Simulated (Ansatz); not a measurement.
# ZnH2SO5 (Gunningite): the cost of one run

Computed with Ansatz 0.2.0 (DFT, PBE, plane-wave PAW, default files, scalar-relativistic, as far as a step names no other, unless a step's input says otherwise).

**1. The system as given**

The structure is monoclinic, space group C2/c (No. 15). The conventional cell has a = 6.925 Å, b = 7.591 Å, c = 7.503 Å, α = 90.00°, β = 116.25°, γ = 90.00°. Zn (site symmetry -1) has 6 O at 2.05 to 2.18 Å as nearest neighbours. H (site symmetry 1) has 1 O at 0.78 Å as nearest neighbours. S (site symmetry 2) is surrounded by 4 O at 1.46 to 1.48 Å. Around O (site symmetry 1) lie 1 S at 1.46 Å and 1 Zn at 2.06 Å. O (site symmetry 1) is surrounded by 1 S at 1.48 Å and 1 H at 1.98 Å and 1 Zn at 2.05 Å. Around O (site symmetry 2) lie 2 H at 0.78 Å.

Structure file:

```
Zn H S O
1.0
     3.46250   -3.79550    0.00000
     3.46250    3.79550    0.00000
    -3.31825    0.00000    6.72938
Zn H S O
2 4 2 10
Direct
  0.00000 0.50000 0.00000
  0.50000 0.00000 0.50000
  0.01500 0.11300 0.71300
  0.88700 0.98500 0.78700
  0.98500 0.88700 0.28700
  0.11300 0.01500 0.21300
  0.40510 0.59490 0.75000
  0.59490 0.40510 0.25000
  0.31570 0.72770 0.60030
  0.27230 0.68430 0.89970
  0.68430 0.27230 0.39970
  0.72770 0.31570 0.10030
  0.71240 0.67500 0.84440
  0.32500 0.28760 0.65560
  0.28760 0.32500 0.15560
  0.67500 0.71240 0.34440
  0.88800 0.11200 0.75000
  0.11200 0.88800 0.25000
```

**2. Single point at the given positions**

Contents of input.yaml:

```yaml
crystal:
  lattice:
    - [3.4625, -3.7955, 0.0]
    - [3.4625, 3.7955, 0.0]
    - [-3.3182493539, 0.0, 6.7293814557]
  atoms:
    - { symbol: Zn, position: [0.0, 0.5, 0.0] }
    - { symbol: Zn, position: [0.5, 0.0, 0.5] }
    - { symbol: H, position: [0.015, 0.113, 0.713] }
    - { symbol: H, position: [0.887, 0.985, 0.787] }
    - { symbol: H, position: [0.985, 0.887, 0.287] }
    - { symbol: H, position: [0.113, 0.015, 0.213] }
    - { symbol: S, position: [0.4051, 0.5949, 0.75] }
    - { symbol: S, position: [0.5949, 0.4051, 0.25] }
    - { symbol: O, position: [0.3157, 0.7277, 0.6003] }
    - { symbol: O, position: [0.2723, 0.6843, 0.8997] }
    - { symbol: O, position: [0.6843, 0.2723, 0.3997] }
    - { symbol: O, position: [0.7277, 0.3157, 0.1003] }
    - { symbol: O, position: [0.7124, 0.675, 0.8444] }
    - { symbol: O, position: [0.325, 0.2876, 0.6556] }
    - { symbol: O, position: [0.2876, 0.325, 0.1556] }
    - { symbol: O, position: [0.675, 0.7124, 0.3444] }
    - { symbol: O, position: [0.888, 0.112, 0.75] }
    - { symbol: O, position: [0.112, 0.888, 0.25] }
kpoints:
  mp_grid: { grid: [5, 5, 4] }
scf:
  occupations: { method: fermi_dirac, width: 0.02 }
hamiltonian:
  xc: pbe
  pseudopotentials: { kind: paw }
output:
  forces: true
  stress: true
  populations: true
  efg:
    quadrupole_moments_barn: { Zn: 0.122, H: 0.00285783, S: -0.0694, O: -0.02558 }
    contact_densities: true
```

Command:

```sh
> ansatz run input.yaml --threads 1 --pin off --max-ram 3072MiB --backend cpu --events-out ev --progress --plain --runs-dir out
```

**Question.** How long does this run take on 1 thread of Arm Neoverse V1, shared host, and how much memory does it need?

About 40 s, with a peak of 0.62 GiB.
